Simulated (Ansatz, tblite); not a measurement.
**The cluster Al4Sb3+: competing shapes, part 1 of 3**

Aim: relax the candidate shapes of the cluster Al4Sb3+ that a cheap search turned up, and see how the levels of theory order them.

Method: relaxed with PBE-D4/def2-SVP, singlet; program: Ansatz 0.2.0, Gaussian basis.

2 further runs of the same task are left out: 2 set aside as unsound or not needed. Runs told in other sessions of the task aren't counted.

## 1. Starting geometry

7 atoms, charge 1, spin multiplicity 1.

Atoms are counted from 1 here; the program's logs count them from 0.

Bond lengths: Al1–Al3 2.741 Å, Al1–Al4 2.591 Å, Al1–Sb7 2.555 Å, Al2–Al3 2.884 Å, Al2–Al4 2.744 Å, Al2–Sb5 2.652 Å, Al2–Sb6 2.579 Å, Al3–Sb6 2.578 Å, Al3–Sb7 2.651 Å, Al4–Sb5 2.555 Å. Angles: Al3–Al1–Al4 93.7°, Al3–Al1–Sb7 60.0°, Al4–Al1–Sb7 153.6°, Al3–Al2–Al4 87.4°, Al3–Al2–Sb5 143.9°, Al3–Al2–Sb6 56.0°, Al4–Al2–Sb5 56.5°, Al4–Al2–Sb6 143.4°, Sb5–Al2–Sb6 160.1°, Al1–Al3–Al2 86.4°, Al1–Al3–Sb6 142.5°, Al1–Al3–Sb7 56.5°, Al2–Al3–Sb6 56.0°, Al2–Al3–Sb7 143.0°, Sb6–Al3–Sb7 161.0°, Al1–Al4–Al2 92.5°, Al1–Al4–Sb5 152.4°, Al2–Al4–Sb5 59.9° and more.

As a file:

```tsv
atom	x (Å)	y (Å)	z (Å)
Al1	-2.1213	-0.6414	-0.0103
Al2	1.6997	-0.1426	-0.0480
Al3	-0.5766	1.6161	0.1622
Al4	-0.0798	-2.2254	-0.2011
Sb5	2.4327	-2.6779	-0.3050
Sb6	1.8725	2.4200	0.1892
Sb7	-3.2272	1.6512	0.2130
```

Sb takes a core potential in the def2 sets. No spin-orbit coupling is included. The ion is computed in the gas phase, without counter-ions or solvent.

A search from random starts with GFN2-xTB found 12 distinct shapes; 3 go on here. The structure above is candidate A, which lies 0.00 eV above the lowest at that level; B lies 0.06 eV above the lowest at that level; C lies 0.98 eV above the lowest at that level.

## 2. Relaxing candidate A

File in.yaml:

```yaml
crystal:
  periodic: [false, false, false]
  atoms:
    - {symbol: Al, position_ang: [-2.121300, -0.641440, -0.010350]}
    - {symbol: Al, position_ang: [1.699720, -0.142560, -0.047990]}
    - {symbol: Al, position_ang: [-0.576630, 1.616140, 0.162230]}
    - {symbol: Al, position_ang: [-0.079820, -2.225420, -0.201110]}
    - {symbol: Sb, position_ang: [2.432720, -2.677940, -0.304970]}
    - {symbol: Sb, position_ang: [1.872520, 2.420030, 0.189240]}
    - {symbol: Sb, position_ang: [-3.227210, 1.651180, 0.212950]}
basis:
  gaussian: {orbitals: def2-SVP}
total_charge: 1
hamiltonian: {xc: pbe, dispersion: d4}
scf: {lower_state_search: "off"}
output: {orbitals: {seedname: orbitals}}
relax: {f_tol: 0.02, max_steps: 100}
```

Started as:

```console
> ansatz run in.yaml --threads 4 --pin off --events-out ev --progress --plain --max-ram 4787MiB
```

Output (excerpt; [...] marks lines left out):

```text
Functional definition: PBE
  name "PBE"
  cite "Perdew, Burke & Ernzerhof, Phys. Rev. Lett. 77, 3865 (1996) doi:10.1103/PhysRevLett.77.3865"
  parent pbe
[...]
1720 factors; their error is unknown
[...]
mean field -45973.53330346 eV, -1689.4961869219 hartree, gradient 1.2e-6 eV, S^2 0.000000; 0 other end points of the search recorded, 0 dependent functions left out
[...]
reference -45973.53334145 eV, -1689.4961883180 hartree; 60, 60 occupied and 90, 90 virtual orbitals, 1720 factors
relax step   1: F+E_penalty+E_count = -45973.98129570 eV  Δ(F+E_penalty+E_count) = +0.000e0 eV  max|allowed force component| = 5.379e-1 eV/Å  Δτ_max = 0.0000 Å  (49 SCF iters, accepted)
[...]
Atom 1 at     1.790886    -0.243791    -0.428688 Å, force     0.004275    -0.006223    -0.004037 eV/Å
Atom 2 at    -0.888385     2.350201    -0.399633 Å, force    -0.008785    -0.002469    -0.001156 eV/Å
Atom 3 at     0.084283    -2.229162     0.460061 Å, force    -0.005658    -0.001216     0.000084 eV/Å
Atom 4 at     2.087666    -2.723774    -1.028834 Å, force    -0.002594     0.007050     0.004328 eV/Å
Atom 5 at     1.177746     1.737768     1.122859 Å, force    -0.003700    -0.000278     0.003088 eV/Å
Atom 6 at    -3.110807     1.142020    -0.498015 Å, force     0.006770     0.001416     0.003761 eV/Å
Dipole moment:     0.043608    -0.002283     0.050260 e Å
Checks for a lower state left out: stability, starts, cluster_reference, orbital_swaps, neighbouring_geometries, increment
```

Run time: 29 s. Hardware: 4 threads of Arm Neoverse V2, shared host.

Along the way: (the energy doesn't fall at every step)

```tsv
step	energy from step 1 (eV)	largest force component (eV/Å)
1	0.0000	0.5379
2	-0.2549	0.5351
3	-0.4282	0.2566
4	-0.5485	0.3075
5	-0.6256	0.1852
6	-0.6731	0.1105
7	-0.7036	0.1483
8	-0.7468	0.1790
9	-0.8024	0.2382
10	-0.8447	0.1026
11	-0.8936	0.1962
12	-0.9293	0.1525
13	-0.9408	0.0653
14	-0.9445	0.0382
15	-0.9393	0.1059
16	-0.9462	0.0097
```

Close pairs (by a distance rule), those that changed most:

```tsv
bond	before (Å)	after (Å)	change (Å)
Al1–Sb6	5.036	2.939	-2.097
Al3–Sb7	2.651	2.532	-0.120
Al2–Sb5	2.652	2.569	-0.083
Al1–Al3	2.741	2.668	-0.073
Al1–Sb7	2.555	2.622	+0.067
Al3–Sb6	2.578	2.639	+0.061
Al1–Al4	2.591	2.534	-0.057
Al2–Al4	2.744	2.765	+0.021
```

Contacts that opened: Al2–Al3 2.88 to 3.73 Å.

## 3. Relaxing candidate B

File in.yaml:

```yaml
crystal:
  periodic: [false, false, false]
  atoms:
    - {symbol: Al, position_ang: [0.285160, -1.223830, -0.974220]}
    - {symbol: Al, position_ang: [-1.448920, -0.707970, 1.078420]}
    - {symbol: Al, position_ang: [-0.700110, 1.271300, -0.650340]}
    - {symbol: Al, position_ang: [1.090220, 0.283130, 1.121790]}
    - {symbol: Sb, position_ang: [2.052350, -2.114340, 0.731470]}
    - {symbol: Sb, position_ang: [0.122910, 2.695160, 1.381900]}
    - {symbol: Sb, position_ang: [-1.401610, -0.203450, -2.689020]}
basis:
  gaussian: {orbitals: def2-SVP}
total_charge: 1
hamiltonian: {xc: pbe, dispersion: d4}
scf: {lower_state_search: "off"}
output: {orbitals: {seedname: orbitals}}
relax: {f_tol: 0.02, max_steps: 100}
```

The command is unchanged.

Output:

```text
Functional definition: PBE
  name "PBE"
  cite "Perdew, Burke & Ernzerhof, Phys. Rev. Lett. 77, 3865 (1996) doi:10.1103/PhysRevLett.77.3865"
  parent pbe
  parameter kappa = 0.804
  parameter beta = 0.06672455060314922
  exchange = pbe_x(kappa = kappa, mu = beta*pi^2/3)
  correlation = pbe_c(beta = beta)
these checks for a lower state are left out or cut short: stability, starts, cluster_reference, orbital_swaps, neighbouring_geometries, increment
1720 factors; their error is unknown
mean field evaluation 1: about -45964.8296 eV, gradient 4.2e1 eV
mean field evaluation 2: about -45927.3381 eV, gradient 9.5e1 eV
mean field evaluation 4: about -45964.2668 eV, gradient 4.2e1 eV
mean field evaluation 8: about -45972.6613 eV, gradient 9.5e0 eV
mean field evaluation 16: about -45973.5764 eV, gradient 1.0e-6 eV
mean field -45973.57639312 eV, -1689.4977704378 hartree, gradient 1.0e-6 eV, S^2 0.000000; 0 other end points of the search recorded, 0 dependent functions left out
the calculation of the forces begins
reference -45973.57643047 eV, -1689.4977718106 hartree; 60, 60 occupied and 90, 90 virtual orbitals, 1720 factors
relax step   1: F+E_penalty+E_count = -45974.11946276 eV  Δ(F+E_penalty+E_count) = +0.000e0 eV  max|allowed force component| = 1.231e0 eV/Å  Δτ_max = 0.0000 Å  (43 SCF iters, accepted)
these checks for a lower state are left out or cut short: stability, starts, cluster_reference, orbital_swaps, neighbouring_geometries, increment
1720 factors; their error is unknown
mean field -45974.06204685 eV, -1689.5156178831 hartree, gradient 2.2e-6 eV, S^2 0.000000; 0 other end points of the search recorded, 0 dependent functions left out
the calculation of the forces begins
reference -45974.06208319 eV, -1689.5156192187 hartree; 60, 60 occupied and 90, 90 virtual orbitals, 1720 factors
relax step   2: F+E_penalty+E_count = -45974.66290493 eV  Δ(F+E_penalty+E_count) = -5.434e-1 eV  max|allowed force component| = 8.625e-1 eV/Å  Δτ_max = 0.1980 Å  (32 SCF iters, accepted)
these checks for a lower state are left out or cut short: stability, starts, cluster_reference, orbital_swaps, neighbouring_geometries, increment
1720 factors; their error is unknown
mean field evaluation 32: about -45974.3820 eV, gradient 1.9e-3 eV
mean field -45974.38198842 eV, -1689.5273755190 hartree, gradient 7.6e-6 eV, S^2 0.000000; 0 other end points of the search recorded, 0 dependent functions left out
the calculation of the forces begins
reference -45974.38202516 eV, -1689.5273768693 hartree; 60, 60 occupied and 90, 90 virtual orbitals, 1720 factors
relax step   3: F+E_penalty+E_count = -45975.04476902 eV  Δ(F+E_penalty+E_count) = -3.819e-1 eV  max|allowed force component| = 4.201e-1 eV/Å  Δτ_max = 0.2000 Å  (25 SCF iters, accepted)
[... from here on, the SCF cycles and remarks between the steps are left out ...]
relax step   4: F+E_penalty+E_count = -45975.08700280 eV  Δ(F+E_penalty+E_count) = -4.223e-2 eV  max|allowed force component| = 1.942e-1 eV/Å  Δτ_max = 0.1152 Å  (27 SCF iters, accepted)
relax step   5: F+E_penalty+E_count = -45975.08150392 eV  Δ(F+E_penalty+E_count) = +5.499e-3 eV  max|allowed force component| = 4.335e-1 eV/Å  Δτ_max = 0.0757 Å  (26 SCF iters, rejected (line search))
relax step   6: F+E_penalty+E_count = -45975.09497823 eV  Δ(F+E_penalty+E_count) = -7.975e-3 eV  max|allowed force component| = 7.572e-2 eV/Å  Δτ_max = 0.0379 Å  (22 SCF iters, accepted)
relax step   7: F+E_penalty+E_count = -45975.09905813 eV  Δ(F+E_penalty+E_count) = -4.080e-3 eV  max|allowed force component| = 2.765e-2 eV/Å  Δτ_max = 0.0611 Å  (21 SCF iters, accepted)
relax step   8: F+E_penalty+E_count = -45975.10049361 eV  Δ(F+E_penalty+E_count) = -1.435e-3 eV  max|allowed force component| = 2.885e-2 eV/Å  Δτ_max = 0.0478 Å  (22 SCF iters, accepted)
relax step   9: F+E_penalty+E_count = -45975.09841853 eV  Δ(F+E_penalty+E_count) = +2.075e-3 eV  max|allowed force component| = 2.420e-1 eV/Å  Δτ_max = 0.1223 Å  (23 SCF iters, rejected (line search))
relax step  10: F+E_penalty+E_count = -45975.10321533 eV  Δ(F+E_penalty+E_count) = -2.722e-3 eV  max|allowed force component| = 3.962e-2 eV/Å  Δτ_max = 0.0602 Å  (23 SCF iters, accepted)
relax step  11: F+E_penalty+E_count = -45975.10388799 eV  Δ(F+E_penalty+E_count) = -6.727e-4 eV  max|allowed force component| = 1.113e-1 eV/Å  Δτ_max = 0.0987 Å  (22 SCF iters, accepted)
relax step  12: F+E_penalty+E_count = -45975.10265476 eV  Δ(F+E_penalty+E_count) = +1.233e-3 eV  max|allowed force component| = 1.018e-1 eV/Å  Δτ_max = 0.1497 Å  (26 SCF iters, rejected (line search))
relax step  13: F+E_penalty+E_count = -45975.10631349 eV  Δ(F+E_penalty+E_count) = -2.425e-3 eV  max|allowed force component| = 6.044e-2 eV/Å  Δτ_max = 0.0501 Å  (22 SCF iters, accepted)
relax step  14: F+E_penalty+E_count = -45975.10972931 eV  Δ(F+E_penalty+E_count) = -3.416e-3 eV  max|allowed force component| = 3.260e-2 eV/Å  Δτ_max = 0.0750 Å  (22 SCF iters, accepted)
relax step  15: F+E_penalty+E_count = -45975.11124429 eV  Δ(F+E_penalty+E_count) = -1.515e-3 eV  max|allowed force component| = 5.420e-2 eV/Å  Δτ_max = 0.0600 Å  (22 SCF iters, accepted)
relax step  16: F+E_penalty+E_count = -45975.11475960 eV  Δ(F+E_penalty+E_count) = -3.515e-3 eV  max|allowed force component| = 6.047e-2 eV/Å  Δτ_max = 0.0481 Å  (22 SCF iters, accepted)
relax step  17: F+E_penalty+E_count = -45975.12049478 eV  Δ(F+E_penalty+E_count) = -5.735e-3 eV  max|allowed force component| = 2.570e-1 eV/Å  Δτ_max = 0.1951 Å  (29 SCF iters, accepted)
relax step  18: F+E_penalty+E_count = -45975.12647468 eV  Δ(F+E_penalty+E_count) = -5.980e-3 eV  max|allowed force component| = 1.148e-1 eV/Å  Δτ_max = 0.0647 Å  (22 SCF iters, accepted)
relax step  19: F+E_penalty+E_count = -45975.13783115 eV  Δ(F+E_penalty+E_count) = -1.136e-2 eV  max|allowed force component| = 6.416e-2 eV/Å  Δτ_max = 0.2000 Å  (23 SCF iters, accepted)
relax step  20: F+E_penalty+E_count = -45975.13703029 eV  Δ(F+E_penalty+E_count) = +8.009e-4 eV  max|allowed force component| = 3.130e-1 eV/Å  Δτ_max = 0.1907 Å  (30 SCF iters, rejected (line search))
relax step  21: F+E_penalty+E_count = -45975.14123616 eV  Δ(F+E_penalty+E_count) = -3.405e-3 eV  max|allowed force component| = 3.767e-2 eV/Å  Δτ_max = 0.0927 Å  (22 SCF iters, accepted)
relax step  22: F+E_penalty+E_count = -45975.14417047 eV  Δ(F+E_penalty+E_count) = -2.934e-3 eV  max|allowed force component| = 9.372e-2 eV/Å  Δτ_max = 0.0978 Å  (23 SCF iters, accepted)
relax step  23: F+E_penalty+E_count = -45975.14589118 eV  Δ(F+E_penalty+E_count) = -1.721e-3 eV  max|allowed force component| = 2.665e-1 eV/Å  Δτ_max = 0.1464 Å  (22 SCF iters, accepted)
relax step  24: F+E_penalty+E_count = -45975.14979876 eV  Δ(F+E_penalty+E_count) = -3.908e-3 eV  max|allowed force component| = 1.682e-1 eV/Å  Δτ_max = 0.0215 Å  (23 SCF iters, accepted)
relax step  25: F+E_penalty+E_count = -45975.14886016 eV  Δ(F+E_penalty+E_count) = +9.386e-4 eV  max|allowed force component| = 1.377e-1 eV/Å  Δτ_max = 0.0407 Å  (23 SCF iters, rejected (line search))
relax step  26: F+E_penalty+E_count = -45975.15226195 eV  Δ(F+E_penalty+E_count) = -2.463e-3 eV  max|allowed force component| = 2.301e-2 eV/Å  Δτ_max = 0.0198 Å  (25 SCF iters, accepted)
relax step  27: F+E_penalty+E_count = -45975.15665079 eV  Δ(F+E_penalty+E_count) = -4.389e-3 eV  max|allowed force component| = 2.999e-2 eV/Å  Δτ_max = 0.0921 Å  (21 SCF iters, accepted)
relax step  28: F+E_penalty+E_count = -45975.16490160 eV  Δ(F+E_penalty+E_count) = -8.251e-3 eV  max|allowed force component| = 1.222e-1 eV/Å  Δτ_max = 0.1447 Å  (22 SCF iters, accepted)
relax step  29: F+E_penalty+E_count = -45975.17951817 eV  Δ(F+E_penalty+E_count) = -1.462e-2 eV  max|allowed force component| = 3.214e-1 eV/Å  Δτ_max = 0.1960 Å  (30 SCF iters, accepted)
relax step  30: F+E_penalty+E_count = -45975.20514727 eV  Δ(F+E_penalty+E_count) = -2.563e-2 eV  max|allowed force component| = 5.474e-1 eV/Å  Δτ_max = 0.1943 Å  (29 SCF iters, accepted)
relax step  31: F+E_penalty+E_count = -45975.26987320 eV  Δ(F+E_penalty+E_count) = -6.473e-2 eV  max|allowed force component| = 7.029e-1 eV/Å  Δτ_max = 0.1942 Å  (29 SCF iters, accepted)
relax step  32: F+E_penalty+E_count = -45975.38472748 eV  Δ(F+E_penalty+E_count) = -1.149e-1 eV  max|allowed force component| = 3.781e-1 eV/Å  Δτ_max = 0.1945 Å  (29 SCF iters, accepted)
relax step  33: F+E_penalty+E_count = -45975.51986401 eV  Δ(F+E_penalty+E_count) = -1.351e-1 eV  max|allowed force component| = 3.553e-1 eV/Å  Δτ_max = 0.1945 Å  (29 SCF iters, accepted)
relax step  34: F+E_penalty+E_count = -45975.69003983 eV  Δ(F+E_penalty+E_count) = -1.702e-1 eV  max|allowed force component| = 6.595e-1 eV/Å  Δτ_max = 0.1958 Å  (27 SCF iters, accepted)
relax step  35: F+E_penalty+E_count = -45975.86510411 eV  Δ(F+E_penalty+E_count) = -1.751e-1 eV  max|allowed force component| = 4.445e-1 eV/Å  Δτ_max = 0.1946 Å  (27 SCF iters, accepted)
relax step  36: F+E_penalty+E_count = -45975.90848015 eV  Δ(F+E_penalty+E_count) = -4.338e-2 eV  max|allowed force component| = 3.687e-1 eV/Å  Δτ_max = 0.1984 Å  (28 SCF iters, accepted)
relax step  37: F+E_penalty+E_count = -45975.94393696 eV  Δ(F+E_penalty+E_count) = -3.546e-2 eV  max|allowed force component| = 5.181e-2 eV/Å  Δτ_max = 0.0684 Å  (21 SCF iters, accepted)
these checks for a lower state are left out or cut short: stability, starts, cluster_reference, orbital_swaps, neighbouring_geometries, increment
1720 factors; their error is unknown
mean field evaluation 288: about -45975.4619 eV, gradient 1.1e0 eV
mean field -45975.40224870 eV, -1689.5648693928 hartree, gradient 1.8e-6 eV, S^2 0.000000; 0 other end points of the search recorded, 0 dependent functions left out
the calculation of the forces begins
reference -45975.40228636 eV, -1689.5648707769 hartree; 60, 60 occupied and 90, 90 virtual orbitals, 1720 factors
relax step  38: F+E_penalty+E_count = -45975.94445857 eV  Δ(F+E_penalty+E_count) = -5.216e-4 eV  max|allowed force component| = 1.551e-2 eV/Å  Δτ_max = 0.0314 Å  (23 SCF iters, accepted)
Total energy: -45975.94449623 eV, -1689.5847966219 hartree
Atom 0 at     0.148845    -1.972273    -1.421897 Å, force     0.015512    -0.000091    -0.004005 eV/Å
Atom 1 at    -0.402712    -0.470323     2.357396 Å, force     0.012988     0.004427     0.005245 eV/Å
Atom 2 at    -1.335254     1.818228    -0.919291 Å, force     0.010916     0.011386    -0.002409 eV/Å
Atom 3 at     0.823534     0.323503    -0.007753 Å, force    -0.011618    -0.004691     0.000381 eV/Å
Atom 4 at     1.158509    -2.174964     1.034101 Å, force    -0.013179     0.007032    -0.004484 eV/Å
Atom 5 at    -0.507840     2.080619     1.598450 Å, force    -0.005413    -0.012751    -0.007095 eV/Å
Atom 6 at     0.114918     0.395209    -2.641006 Å, force    -0.009207    -0.005312     0.012366 eV/Å
Dipole moment:    -0.511105    -0.200771     0.004806 e Å
Checks for a lower state left out: stability, starts, cluster_reference, orbital_swaps, neighbouring_geometries, increment
```

Run time: 70 s. Hardware: 4 threads of Arm Neoverse V2, shared host.

Along the way: (not every step is listed) (the energy doesn't fall at every step)

```tsv
step	energy from step 1 (eV)	largest force component (eV/Å)
1	0.0000	1.2313
2	-0.5434	0.8625
3	-0.9253	0.4201
4	-0.9675	0.1942
5	-0.9620	0.4335
6	-0.9755	0.0757
7	-0.9796	0.0276
8	-0.9810	0.0289
9	-0.9790	0.2420
11	-0.9844	0.1113
13	-0.9868	0.0604
15	-0.9918	0.0542
17	-1.0010	0.2570
19	-1.0184	0.0642
21	-1.0218	0.0377
23	-1.0264	0.2665
25	-1.0294	0.1377
27	-1.0372	0.0300
29	-1.0601	0.3214
31	-1.1504	0.7029
33	-1.4004	0.3553
34	-1.5706	0.6595
35	-1.7456	0.4445
36	-1.7890	0.3687
37	-1.8245	0.0518
38	-1.8250	0.0155
```

Distances of close pairs at the start and the end, largest changes first:

```tsv
bond	before (Å)	after (Å)	change (Å)
Al4–Sb7	4.579	2.728	-1.851
Al1–Al3	2.702	4.102	+1.399
Al2–Al3	2.733	4.104	+1.372
Al2–Sb5	3.789	2.664	-1.126
Al2–Sb6	3.761	2.664	-1.097
Al4–Sb6	2.612	2.728	+0.116
Al4–Sb5	2.613	2.728	+0.115
Al1–Al4	2.704	2.779	+0.075
```

Contacts that opened: Al1–Al2 2.74 to 4.10 Å, Al1–Al3 2.70 to 4.10 Å, Al2–Al3 2.73 to 4.10 Å.

(Continued in part 2 of 3.)
